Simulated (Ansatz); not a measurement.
This script makes an equation of state with a fit of W, space group Fm-3m with Ansatz 0.2.0, Python API.

The script, `eos_w.py`:
```python
"""Energy against volume for W, with a fit."""

import argparse

import ansatz as az
import numpy as np
from pymatgen.analysis.eos import EOS

parser = argparse.ArgumentParser(description="Energy against volume for W, with a fit.")
parser.add_argument("--xc", default="PBEsol", help="exchange-correlation functional")
parser.add_argument("--filling", default="fermi_dirac", help="how the bands are filled")
parser.add_argument("--sigma", type=float, default=0.05, help="smearing width (eV)")
parser.add_argument("--cutoff", type=float, default=500.0, help="plane-wave cutoff (eV)")
parser.add_argument("--kmesh", type=int, nargs=3, required=True, help="k-point sampling")
args = parser.parse_args()

vectors0 = np.array([
    [0.0, 2.03, 2.03],
    [2.03, 0.0, 2.03],
    [2.03, 2.03, 0.0],
])
sites = [
    ("W", (0.0, 0.0, 0.0)),
]


def build(cell):
    crystal = az.Crystal(lattice=az.Lattice.of(cell))
    for symbol, position in sites:
        crystal = crystal.atom(symbol, position)
    return crystal


def main() -> None:
    # scale the volume, keep shape and fractions
    volumes, energies, pressures = [], [], []
    for scale in np.linspace(0.9, 1.1, 9):
        cell = vectors0 * scale ** (1 / 3)
        setup = (
            build(cell).calculation()
            .functional(args.xc)
            .occupations(args.filling, width=args.sigma)
            .basis(args.cutoff)
            .kpoints(*args.kmesh)
            .stress()
        )
        summary = setup.run(threads=1, pin="off").report
        volumes.append(abs(np.linalg.det(cell)) / len(sites))
        energies.append(summary["free_energy_ev"] / len(sites))
        pressures.append(np.trace(summary["stress_gpa"]) / 3)
        print(f"V = {volumes[-1]:8.4f} A^3/atom  F = {energies[-1]:.5f} eV/atom  P = {pressures[-1]:8.3f} GPa")

    for form in ["vinet", "murnaghan", "birch_murnaghan"]:
        fit = EOS(eos_name=form).fit(volumes, energies)
        print(f"{form:18s} V0 {fit.v0:8.4f} A^3/atom  B0 {fit.b0_GPa:7.1f} GPa  B1 {fit.b1:5.2f}")


if __name__ == "__main__":
    main()
```

From its runs, with one value withheld:

| V (Å³/atom) | F less the lowest row shown (meV/atom) |
| --- | --- |
| 15.058 | ? |
| 15.476 | 13.63 |
| 15.894 | 0.00 |
| 16.313 | 7.48 |
| 16.731 | 33.24 |
| 17.149 | 75.02 |
| 17.567 | 130.90 |
| 17.986 | 199.06 |
| 18.404 | 277.90 |

What is the missing energy at 15.058 Å³ an atom?

A third-order Birch-Murnaghan fit, E = E0 + (9 V0 B0 / 16) [(t - 1)³ B' + (t - 1)² (6 - 4t)] with t = (V0/V)^(2/3), through the 8 rows shown gives V0 = 15.947 Å³, B0 = 301.1 GPa, B' = 4.14 and E0 = -0.13 meV. At V = 15.058 Å³, t = 1.03898, and the fit extrapolates to 51.25 meV. The run gave 51.63 meV, a miss of 0.38 meV.

Reading the output:
- For a metal this k-point mesh is coarse: on a finer one energies can move by several to tens of meV an atom and pressures by half a GPa or more, differences at one mesh by less.
- Pressure is positive in compression.
- Spin-orbit coupling, which matters for elements this heavy, is left out.
- At these settings the cell as given stands under about -13 GPa, so it isn't at this functional's equilibrium volume.
- This isn't the structure that W takes at ambient conditions.
- Run time: 13 s on 1 thread of Arm Neoverse V1, with other jobs on the host, peak memory 0.43 GiB.
